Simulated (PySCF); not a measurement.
# C6H5NO2: the cost of one run

Computed with PySCF 2.14.0 and routines of our own; the level stands in each step. Atoms count from 0.

## 1. The starting structure

14 atoms, charge 0, multiplicity 1; geometry from: GFN2-xTB.

## 2. Magnetic properties: GIAO KT3/pcSseg-1

The job: settings as JSON, then the geometry in Å.

```
{"job": {"kind": "mag", "xc": "KT3", "basis": "pcSseg-1", "isotopologues": 0}, "charge": 0, "multiplicity": 1}
N      2.874846    -1.360571    -0.779806
C      2.286989    -0.451448    -0.417000
C      1.511809     0.683481     0.033483
C      0.090825     0.272875     0.248535
C     -0.595635     0.245978     1.388413
O     -1.886076    -0.192847     1.234794
C     -2.099154    -0.491284    -0.075081
O     -3.143974    -0.887646    -0.491818
C     -0.811250    -0.222791    -0.838746
H      1.945895     1.062938     0.961664
H      1.574573     1.462573    -0.733905
H     -0.314851     0.514404     2.389527
H     -0.983482     0.505003    -1.633888
H     -0.451193    -1.141138    -1.308338
```

Method: GIAO KT3/pcSseg-1 magnetisability, rotational g tensor and spin-rotation constants, non-relativistic, gas phase.

Started as:

```console
$ OMP_NUM_THREADS=1 python excited_run.py task.json out
```

The driver reads the jobs from task.json and runs them one after another.

**Question.** How long does this first job take on 1 thread of Arm Neoverse V1, shared host, and how much memory does it need?

About 47 s, with a peak of 0.61 GiB.
